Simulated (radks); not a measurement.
# La⁺ in [Xe] 5d1.5 4f0.5: an all-electron calculation

Wanted: eigenvalues, radial structure and energy terms of the lanthanum ion La+.

Program: radks (a radial shooting solver on a logarithmic mesh, Libxc functionals) version 1. Level of theory: Dirac Kohn-Sham, BLYP, spin-unpolarised, spherical densities, finite nucleus; open shells are shared between the two j in proportion to 2j + 1. These are calculated values, not measurements, unless marked.

## (1) What is computed

```
element            : lanthanum (Z = 57)
charge             : +1
electrons          : 56
configuration      : [Xe] 5d1.5 4f0.5
nuclear rms radius : 4.855 fm
```

## (2) The calculation

Settings of this run:

```text
Z 57
configuration [Xe] 5d1.5 4f0.5 6s0 6p0
relativity Dirac
functional b88,lyp
spin unpolarised
j_filling average
nucleus finite rms 4.855 fm
c 137.035999084
```

Started as:

```
$ python run_ks.py task.json out
```

All runs below come from this command, one after another.

What does the calculation give?

The runs gave:

| quantity | value |
| --- | --- |
| total energy | -8497.6415 hartree |
| exchange-correlation share of it | 2.41 % |
| −T/E | 1.0701 |
| highest occupied level | 4f7/2, -5.407 eV |
| most extended occupied level | 5d5/2, <r> = 3.09 bohr |
| radius at density 0.001 e/bohr³ | 4.38 bohr |
| maxima of the radial density | 4 |

**Reading.** The radial density shows 4 maxima for 5 occupied principal shells; where shells overlap, one shows as a shoulder or not at all. −T/E is 1.070: with relativity the kinetic term as defined here no longer equals −E. This is not the tabulated ground configuration, so its levels and sizes aren't those of the ground state, and no measured value stands beside it.
